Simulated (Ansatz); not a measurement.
Born–Oppenheimer molecular dynamics of a periodic cell of 17 atoms, In$_{8}$Sb$_{9}$ (surface InSb(110), adsorbate Sb). It goes on from the last frame of an earlier run, with new velocities.

Level of theory: DFT PBE, scalar-relativistic, plane waves, PAW (Ansatz). Settings: accuracy low, PAW set soft_1, cutoff 420 eV, k mesh 2x2x1, fermi-dirac smearing 0.15 eV, no spin polarisation.

| Property | Result |
| --- | --- |
| ensemble | NVT, Langevin thermostat |
| time step | 3 fs |
| steps asked | 270 |
| set temperature | 1050 K |
| friction | 0.01 /fs |
| atoms held | 1, 4, 6, 7 |
| seed | 503923 |

First frame:

```xyz
17
Lattice="9.1736 0.0000 0.0000 0.0000 6.4867 0.0000 0.0000 0.0000 18.8802" Properties=species:S:1:pos:R:3
In 0.000 0.000 1.000
Sb -0.125 2.235 2.967
In 6.819 3.793 3.701
Sb 2.293 4.865 1.000
In 2.169 3.930 3.689
Sb 6.880 4.865 1.000
In 4.587 0.000 1.000
Sb 4.436 2.082 3.336
In 4.333 0.498 5.762
Sb 4.525 0.554 8.618
In 2.484 4.636 9.090
Sb 6.704 5.423 6.070
In 7.041 3.531 8.133
Sb 1.730 5.406 6.100
In -0.264 0.827 5.437
Sb 0.373 3.218 7.289
Sb 4.763 3.002 9.758
```

(1) What does the run give?

(2) What happens to the structure?

(3) How do temperature and energy run in time?

Answers

(1) All steps were run.

```json
{"steps done": "270", "time covered": "810 fs", "mean temperature over the second half": "1029 K", "spread of the potential energy over the second half": "21.7 meV per atom", "mean potential energy of the second half above the start": "36.3 meV per atom"}
```

A run of 0.81 ps of so small a system gives no equilibrium averages. Limits of this set-up: coarse k mesh, thin slab, slab without dipole correction, a typed lattice constant that wasn't relaxed here, low accuracy level.

(2) Mean squared displacements from the first frame to the last: In 0.67 Å², Sb 0.62 Å². Another seed would give other details.

(3) 
```json
{"time (fs)": "0", "T (K)": "1050", "potential energy less start (eV)": "0.000"}
{"time (fs)": "66", "T (K)": "1001", "potential energy less start (eV)": "0.038"}
{"time (fs)": "132", "T (K)": "1124", "potential energy less start (eV)": "0.973"}
{"time (fs)": "198", "T (K)": "1302", "potential energy less start (eV)": "1.018"}
{"time (fs)": "264", "T (K)": "1025", "potential energy less start (eV)": "0.849"}
{"time (fs)": "330", "T (K)": "1182", "potential energy less start (eV)": "1.237"}
{"time (fs)": "396", "T (K)": "685", "potential energy less start (eV)": "1.426"}
{"time (fs)": "462", "T (K)": "552", "potential energy less start (eV)": "1.127"}
{"time (fs)": "528", "T (K)": "1348", "potential energy less start (eV)": "0.499"}
{"time (fs)": "594", "T (K)": "1105", "potential energy less start (eV)": "0.556"}
{"time (fs)": "660", "T (K)": "747", "potential energy less start (eV)": "0.398"}
{"time (fs)": "726", "T (K)": "1644", "potential energy less start (eV)": "0.114"}
{"time (fs)": "792", "T (K)": "1073", "potential energy less start (eV)": "0.768"}
```

Run time: 45 min on 4 threads of Arm Neoverse V1 (shared host), peak memory 3.1 GiB.
